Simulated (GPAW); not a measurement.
Here is a GPAW 26.7.0 calculation.

File run.py:

```python
from ase import Atoms
from ase.calculators.mixing import SumCalculator
from ase.filters import FrechetCellFilter
from ase.io import write
from ase.optimize import BFGS
from dftd3.ase import DFTD3
from gpaw import GPAW, PW, setup_paths

setup_paths.insert(0, '.')

atoms = Atoms(['In', 'In', 'In', 'As'],
              cell=[[4.671681, 0.0, 0.0],
                    [0.0, 4.671681, 0.0],
                    [0.0, 0.0, 4.671681]],
              scaled_positions=[[0.5, 0.5, 0.0],
                                [0.5, 0.0, 0.5],
                                [0.0, 0.5, 0.5],
                                [0.0, 0.0, 0.0]],
              pbc=True)

calc = GPAW(mode=PW(600),
            xc='PBEsol',
            kpts={'size': (6, 6, 6), 'gamma': True},
            occupations={'name': 'fermi-dirac', 'width': 0.05},
            nbands=36,
            convergence={'density': 1e-05, 'forces': 0.0001},
            maxiter=150,
            txt='gpaw.txt')
atoms.calc = SumCalculator([calc, DFTD3(method='pbesol', damping='d3zero')])
opt = BFGS(FrechetCellFilter(atoms), trajectory='relax.traj', logfile='-')
done = opt.run(fmax=0.02, steps=60)
calc.write('gs.gpw')
write('result.traj', atoms)
print('Converged:', done)
print('Cell:', atoms.cell.cellpar().round(4))
print('Volume:', round(atoms.get_volume(), 4))
print(atoms.get_scaled_positions().round(5))
```

Potentials or basis: PAW data sets generated in the run's folder for this functional, pw.

The run is started by

```console
$ gpaw-setup -f PBEsol As In
$ OMP_NUM_THREADS=1 python run.py
```

(1) Predict the dispersion energy per atom.

(2) Estimate the space group after relaxing (to 0.05 Å).

(3) Predict the relaxed cell.

(4) Estimate the relaxed volume.

Results:

(1) -0.185 eV.

(2) Pm-3m (No. 221).

(3) a = 4.542 Å, b = 4.542 Å, c = 4.542 Å, α = 90.00°, β = 90.00°, γ = 90.00°.

(4) 23.43 Å³/atom.

Caveat: later steps reuse the first step's grids; pairwise dispersion overbinds metals, which lowers pressure and volume.
